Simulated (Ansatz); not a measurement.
## Tl, space group P6_3/mmc: a convergence test of the plane-wave cutoff, step by step

Program: the Ansatz DFT code, driven from Python.

Input file `tl.cif`:
```cif
data_Tl
_cell_length_a 3.508638
_cell_length_b 3.508638
_cell_length_c 11.265605
_cell_angle_alpha 90.00000
_cell_angle_beta 90.00000
_cell_angle_gamma 120.00000
_symmetry_space_group_name_H-M 'P 1'
_symmetry_Int_Tables_number 1
loop_
_symmetry_equiv_pos_as_xyz
'x, y, z'
loop_
_atom_site_label
_atom_site_type_symbol
_atom_site_fract_x
_atom_site_fract_y
_atom_site_fract_z
Tl1 Tl    0.000000    0.000000    0.000000
Tl2 Tl    0.333333    0.666667    0.250000
Tl3 Tl    0.000000    0.000000    0.500000
Tl4 Tl    0.666667    0.333333    0.750000
```

Notebook, run cell by cell (the value of a cell's last expression is shown):

In [1]:
```python
import ansatz as az
from ase.io import read
from tabulate import tabulate

atoms = read("tl.cif")
cell = az.Crystal.from_ase(atoms)
```

In [2]:
```python
model = (
    cell.calculation()
    .eigensolver("davidson")
    .scf(max_iterations=60)
    .kpoints(8, 8, 2)
    .mixing("broyden", preconditioner="kerker_dos")
    .functional("r2SCAN")
    .occupations("gaussian", width=0.15)
)
```

In [3]:
```python
rows = []
for value in [300, 350, 400, 450]:
    report = model.basis(value).run(threads=1, backend="cpu").report
    rows.append((value, report["free_energy_ev"] / len(report["lattice"]["sites"]), report["n_iterations"], report["n_pw"]))

print(tabulate(rows, headers=["cutoff (eV)", "F/atom (eV)", "iterations", "plane waves"], floatfmt=".4f", tablefmt="simple"))
```
```text
DeckWarning: the atoms were moved onto the symmetric positions of the space group found under crystal.symmetry.tolerance 1.0e-5 (fractional; no operation is sought that the atoms, as they stand in a round, miss by more than twice it, and no atom is moved by as much as it), and the run uses the moved positions. Before a round's move an operation carried an atom to 3.51e-6 Å from where it should [...]
DeckWarning: basis.ecutwfc = 300 eV is below the records' recommended 500 eV, and the density's cutoff is lower with it unless basis.ecutrho_ratio is high enough to keep the records' density cutoff: compare with a run at a higher cutoff
DeckWarning: basis.ecutwfc = 350 eV is below the records' recommended 500 eV, and the density's cutoff is lower with it unless basis.ecutrho_ratio is high enough to keep the records' density cutoff: compare with a run at a higher cutoff
DeckWarning: basis.ecutwfc = 400 eV is below the records' recommended 500 eV, and the density's cutoff is lower with it unless basis.ecutrho_ratio is high enough to keep the records' density cutoff: compare with a run at a higher cutoff
DeckWarning: basis.ecutwfc = 450 eV is below the records' recommended 500 eV, and the density's cutoff is lower with it unless basis.ecutrho_ratio is high enough to keep the records' density cutoff: compare with a run at a higher cutoff
  cutoff (eV)    F/atom (eV)    iterations    plane waves
-------------  -------------  ------------  -------------
          300    -11458.4697            10           1387
          350    -11458.5369            10           1799
          400    -11458.5393            10           2149
          450    -11458.5401            10           2559
```

In [4]:
```python
for row in rows[:-1]:
    shift = 1000 * (row[1] - rows[-1][1])
    print(f"{row[0]}: {shift:+.2f} meV/atom" + ("  (within 1 meV)" if abs(shift) < 1 else ""))
```
```text
300: +70.37 meV/atom
350: +3.15 meV/atom
400: +0.76 meV/atom  (within 1 meV)
```

Notes:
- For a metal this k-point mesh is coarse: on a finer one energies can move by several to tens of meV an atom and pressures by half a GPa or more, differences at one mesh by less.
- Spin-orbit coupling, which matters for elements this heavy, is left out.
- Warnings are shown shortened and without file and line.
- Shifts are counted from the last row, which is itself no proven limit.
- Wall time of the script: 25 s on 1 thread of Arm Neoverse V2, on a shared host, peak memory 0.6 GiB.
